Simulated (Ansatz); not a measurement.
Crystal: Cu2IBr.

```xyz
4
Lattice="1.9685 1.1365 6.3876 -1.9685 1.1365 6.3876 0.0000 -2.2731 6.3876" Properties=species:S:1:pos:R:3 pbc="T T T"
I     0.0000    0.0000    0.0000
Br    0.0000    0.0000    9.5814
Cu    0.0000    0.0000    4.7721
Cu    0.0000    0.0000   14.3907
```

The cell comes from a database or a generator and needn't be the stable form of this composition.

Program: Ansatz 0.2.0. Alike in all runs: task band structure; level LDA+U; potentials or basis Ansatz PAW; no spin polarisation; cell as given; k mesh 8 × 8 × 8; cutoff (eV) 420; smearing fermi-dirac 0.05 eV.

Q: Order these runs on this cell by their band gap on the k mesh, lowest first.
A. U Cu d U = 3 eV
B. U Cu d U = 8 eV
C. U Cu d U = 1 eV
D. U Cu d U = 6 eV

A: C (metal), A (0.20 eV), D (0.59 eV), B (0.77 eV).

Caveats: spin-orbit coupling is left out, which moves the levels of the heavy elements; the run has no spin polarisation, though such a crystal can be magnetic (some runs); U without spin polarisation on a metal has little footing (some runs).

